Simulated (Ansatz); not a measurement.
# C3H7BO (SMILES BCC(C)=O): levels of theory compared

Wanted: a comparison of 6 runs (HF/3-21G, B3LYP/def2-SVP, BHLYP/def2-SVP, SVWN5/def2-SVP, CCSD/def2-SVP, CCSD(T)/def2-SVP) of C3H7BO. 

The results are computed with Ansatz 0.2.0.

46 further runs of the same task are left out: 46 set aside as unsound or not needed. Runs told in other sessions of the task aren't counted.

### Step 1. The molecule

The species is C3H7BO (12 atoms), meant as a singlet with charge 0. As SMILES, `BCC(C)=O`. The C2–C3 distance was set to 3.310 Å, away from the relaxed value. At this shape a bond of the SMILES string is far longer than usual.

Bond lengths: B1–C2 1.557 Å, C3–C4 1.505 Å, C3–O5 1.206 Å, B1–H6 1.195 Å, B1–H7 1.197 Å, C2–H8 1.107 Å, C2–H9 1.092 Å, C4–H10 1.088 Å, C4–H11 1.092 Å, C4–H12 1.095 Å. Some angles: C4–C3–O5 122.0°, B1–C2–H8 100.6°, B1–C2–H9 112.9°, C2–B1–H6 119.8°, C2–B1–H7 121.1°, C3–C4–H10 110.1°, C3–C4–H11 111.2°, C3–C4–H12 109.0°, H8–C2–H9 107.1°, H6–B1–H7 119.0°.

### Step 2. The energy at HF/3-21G (run 1)

Input file run.yaml:

```yaml
crystal:
  periodic: [false, false, false]
  atoms:
    - symbol: B
      position_ang: [-3.155440, 0.736442, 1.103838]
    - symbol: C
      position_ang: [-1.958740, 0.052542, 1.827638]
    - symbol: C
      position_ang: [0.927400, 0.170900, 0.212200]
    - symbol: C
      position_ang: [1.083400, -0.737900, -0.977300]
    - symbol: O
      position_ang: [1.804700, 0.920200, 0.564200]
    - symbol: H
      position_ang: [-4.099340, 1.106042, 1.737138]
    - symbol: H
      position_ang: [-3.177240, 0.846042, -0.087862]
    - symbol: H
      position_ang: [-2.317240, -0.993458, 1.871838]
    - symbol: H
      position_ang: [-1.833540, 0.393142, 2.857138]
    - symbol: H
      position_ang: [1.975700, -0.468400, -1.539000]
    - symbol: H
      position_ang: [0.203200, -0.697900, -1.623000]
    - symbol: H
      position_ang: [1.178600, -1.770300, -0.625900]
basis:
  gaussian:
    orbitals: 3-21G.json
hamiltonian:
  xc: hf
accuracy: high
output: {orbitals: {seedname: orbitals}}
```

The basis set 3-21G is read from a file made from the Basis Set Exchange's data (not shown).

Started as:

```sh
$ ansatz run run.yaml --threads 1 --pin off --max-ram 2610MiB --events-out events.jsonl --progress --plain --runs-dir runs
```

The program printed:

```text
Warning: RAYON_NUM_THREADS=1 ignored (pool sized by the plan → 1); use --threads N
Functional definition: HF
  name "HF"
  exchange = exact_x
  correlation = 0
1367 factors; integrals over basis functions are off by at most 1.7e-8 eV
mean field evaluation 1: about -5864.3151 eV, gradient 4.2e1 eV
mean field evaluation 2: about -5864.6232 eV, gradient 4.3e1 eV
mean field evaluation 4: about -5870.6866 eV, gradient 6.7e0 eV
mean field evaluation 8: about -5870.9217 eV, gradient 8.9e-1 eV
mean field evaluation 16: about -5870.9381 eV, gradient 7.5e-6 eV
mean field -5870.93809494 eV, -215.7529955242 hartree, gradient 1.1e-8 eV, S^2 0.000000; 0 other end points of the search recorded, 0 dependent functions left out
reference -5870.93809494 eV, -215.7529955242 hartree; 19, 19 occupied and 40, 40 virtual orbitals, 1367 factors
Total energy: -5870.93809494 eV, -215.7529955242 hartree
```

Run time: 0.81 s. Hardware: 1 thread of Arm Neoverse V2, shared host; peak memory 0.12 GiB.

### Step 3. A single-point energy at B3LYP/def2-SVP (run 2)

Input file input.yaml:

```yaml
crystal:
  periodic: [false, false, false]
  atoms:
    - symbol: B
      position_ang: [-3.155440, 0.736442, 1.103838]
    - symbol: C
      position_ang: [-1.958740, 0.052542, 1.827638]
    - symbol: C
      position_ang: [0.927400, 0.170900, 0.212200]
    - symbol: C
      position_ang: [1.083400, -0.737900, -0.977300]
    - symbol: O
      position_ang: [1.804700, 0.920200, 0.564200]
    - symbol: H
      position_ang: [-4.099340, 1.106042, 1.737138]
    - symbol: H
      position_ang: [-3.177240, 0.846042, -0.087862]
    - symbol: H
      position_ang: [-2.317240, -0.993458, 1.871838]
    - symbol: H
      position_ang: [-1.833540, 0.393142, 2.857138]
    - symbol: H
      position_ang: [1.975700, -0.468400, -1.539000]
    - symbol: H
      position_ang: [0.203200, -0.697900, -1.623000]
    - symbol: H
      position_ang: [1.178600, -1.770300, -0.625900]
basis:
  gaussian: {orbitals: def2-SVP}
hamiltonian: {xc: {name: B3LYP}}
accuracy: high
output: {orbitals: {seedname: orbitals}}
```

Started as:

```sh
$ ansatz run input.yaml --threads 1 --pin off --max-ram 2610MiB --events-out events.jsonl --progress --plain --runs-dir runs
```

The program printed:

```text
Warning: RAYON_NUM_THREADS=1 ignored (pool sized by the plan → 1); use --threads N
Functional definition: B3LYP
  name "B3LYP"
  parameter a0 = 0.2
  parameter ax = 0.72
  parameter ac = 0.81
  exchange = (1 - a0 - ax)*slater_x + ax*b88_x + a0*exact_x
  correlation = (1 - ac)*vwn_rpa_c + ac*lyp_c
2522 factors; integrals over basis functions are off by at most 4.1e-8 eV
mean field evaluation 1: about -5924.2674 eV, gradient 6.8e1 eV
mean field evaluation 2: about -5811.4826 eV, gradient 1.4e2 eV
mean field evaluation 4: about -5933.5899 eV, gradient 4.3e1 eV
mean field evaluation 8: about -5938.9731 eV, gradient 6.8e-1 eV
mean field evaluation 16: about -5939.2054 eV, gradient 1.6e-3 eV
mean field -5939.20535154 eV, -218.2617709311 hartree, gradient 2.3e-8 eV, S^2 0.000000; 0 other end points of the search recorded, 0 dependent functions left out
reference -5939.20539921 eV, -218.2617726830 hartree; 19, 19 occupied and 86, 86 virtual orbitals, 2522 factors
Total energy: -5939.20539921 eV, -218.2617726830 hartree
```

Run time: 9.9 s. Hardware: 1 thread of Arm Neoverse V2, shared host; peak memory 0.36 GiB.

### Step 4. The energy at BHLYP/def2-SVP (run 3)

Input file molecule.yaml:

```yaml
crystal:
  periodic: [false, false, false]
  atoms:
    - symbol: B
      position_ang: [-3.155440, 0.736442, 1.103838]
    - symbol: C
      position_ang: [-1.958740, 0.052542, 1.827638]
    - symbol: C
      position_ang: [0.927400, 0.170900, 0.212200]
    - symbol: C
      position_ang: [1.083400, -0.737900, -0.977300]
    - symbol: O
      position_ang: [1.804700, 0.920200, 0.564200]
    - symbol: H
      position_ang: [-4.099340, 1.106042, 1.737138]
    - symbol: H
      position_ang: [-3.177240, 0.846042, -0.087862]
    - symbol: H
      position_ang: [-2.317240, -0.993458, 1.871838]
    - symbol: H
      position_ang: [-1.833540, 0.393142, 2.857138]
    - symbol: H
      position_ang: [1.975700, -0.468400, -1.539000]
    - symbol: H
      position_ang: [0.203200, -0.697900, -1.623000]
    - symbol: H
      position_ang: [1.178600, -1.770300, -0.625900]
basis:
  gaussian:
    orbitals: def2-SVP
hamiltonian:
  xc: {name: BHLYP}
accuracy: high
output:
  orbitals: {seedname: orbitals}
```

Started as:

```sh
$ ansatz run molecule.yaml --threads 1 --pin off --max-ram 2610MiB --events-out events.jsonl --progress --plain --runs-dir runs
```

The program printed:

```text
Warning: RAYON_NUM_THREADS=1 ignored (pool sized by the plan → 1); use --threads N
Functional definition: BHLYP
  name "BHLYP"
  parameter a = 0.5
  exchange = (1 - a)*b88_x + a*exact_x
  correlation = lyp_c
2522 factors; integrals over basis functions are off by at most 4.1e-8 eV
mean field evaluation 1: about -5923.9536 eV, gradient 5.6e1 eV
mean field evaluation 2: about -5826.7307 eV, gradient 1.3e2 eV
mean field evaluation 4: about -5933.3029 eV, gradient 1.8e1 eV
mean field evaluation 8: about -5934.0472 eV, gradient 6.9e-1 eV
mean field evaluation 16: about -5934.6296 eV, gradient 2.1e-3 eV
mean field -5934.62957978 eV, -218.0936144205 hartree, gradient 3.6e-8 eV, S^2 0.000000; 0 other end points of the search recorded, 0 dependent functions left out
reference -5934.62961188 eV, -218.0936156001 hartree; 19, 19 occupied and 86, 86 virtual orbitals, 2522 factors
Total energy: -5934.62961188 eV, -218.0936156001 hartree
```

Run time: 11 s. Hardware: 1 thread of Arm Neoverse V2, shared host; peak memory 0.36 GiB.

Runs 4 to 5 aren't shown in full; the table further down has their settings and results.

### Step 5. A single-point energy at CCSD(T)/def2-SVP (run 6)

Input file input.yaml:

```yaml
crystal:
  periodic: [false, false, false]
  atoms:
    - {symbol: B, position_ang: [-3.155440, 0.736442, 1.103838]}
    - {symbol: C, position_ang: [-1.958740, 0.052542, 1.827638]}
    - {symbol: C, position_ang: [0.927400, 0.170900, 0.212200]}
    - {symbol: C, position_ang: [1.083400, -0.737900, -0.977300]}
    - {symbol: O, position_ang: [1.804700, 0.920200, 0.564200]}
    - {symbol: H, position_ang: [-4.099340, 1.106042, 1.737138]}
    - {symbol: H, position_ang: [-3.177240, 0.846042, -0.087862]}
    - {symbol: H, position_ang: [-2.317240, -0.993458, 1.871838]}
    - {symbol: H, position_ang: [-1.833540, 0.393142, 2.857138]}
    - {symbol: H, position_ang: [1.975700, -0.468400, -1.539000]}
    - {symbol: H, position_ang: [0.203200, -0.697900, -1.623000]}
    - {symbol: H, position_ang: [1.178600, -1.770300, -0.625900]}
basis:
  gaussian:
    orbitals: def2-SVP
correlation:
  method: ccsd_t
  frozen_orbitals: {B: 1, C: 1, H: 0, O: 1}
accuracy: high
scf:
  omitted_lower_state_checks: [cluster_reference, increment]
```

Started as:

```sh
$ ansatz run input.yaml --threads 1 --pin off --max-ram 2610MiB --events-out events.jsonl --progress --plain --runs-dir runs
```

The program printed:

```text
Warning: RAYON_NUM_THREADS=1 ignored (pool sized by the plan → 1); use --threads N
[... 12 lines left out ...]
5 core orbitals not correlated: weight in the atoms' cores, before any rotation towards them, 1.000 or more for the frozen orbitals, at most 0.000 for the correlated occupied ones
[... 32 lines left out ...]
WARN: these amplitudes may be one of several solutions (largest doubles amplitude 0.39, level shift 3.97 eV)
Total energy: -5922.55534081 eV, -217.6498943227 hartree
Checks for a lower state left out: cluster_reference, increment
```

It took 66 s on 1 thread of Arm Neoverse V2, shared host; peak memory 0.9 GiB.

### Step 6. Overview of the runs

```tsv
run	level	frozen core orbitals	energy (Eh)	HOMO energy (eV)	LUMO energy (eV)	HOMO–LUMO gap (eV)	wall time
1	HF/3-21G	–	-215.752996	-6.62	-0.31	6.32	0.81 s
2	B3LYP/def2-SVP	–	-218.261773	-5.38	-3.35	2.03	9.9 s
3	BHLYP/def2-SVP	–	-218.093616	-6.16	-2.52	3.64	11 s
4	SVWN5/def2-SVP	–	-216.307092	-4.87	-3.85	1.02	6.3 s
5	CCSD/def2-SVP	5	-217.600824	–	–	–	45 s
6	CCSD(T)/def2-SVP	5	-217.649894	–	–	–	66 s
```

### Step 7. Summary of results

| quantity | value |
| --- | --- |
| run 6: total energy | -217.64989 Eh |
| run 6: correlation energy (5 core orbitals frozen) | -831.2 mEh |
| run 6: (T) correction | -49.07 mEh |
| run 6: T1 diagnostic | 0.022 |

What this shows: Over runs 1, 2, 3, 4 the HOMO–LUMO gap runs from 1.02 eV (SVWN5/def2-SVP) to 6.32 eV (HF/3-21G). The two ends differ in method and basis. Totals of different functionals can't be ranked against each other. In runs 5, 6 the log says that unrestricted orbitals would lower the reference, so the values rest on an unstable closed-shell determinant (other closed-shell runs at this shape may share the fault). In all runs a closed-shell determinant meets a far-stretched bond; if it breaks into open shells, such a determinant describes it badly, and no broken-symmetry solution was shown. All runs together took 2.3 min, the longest 66 s.
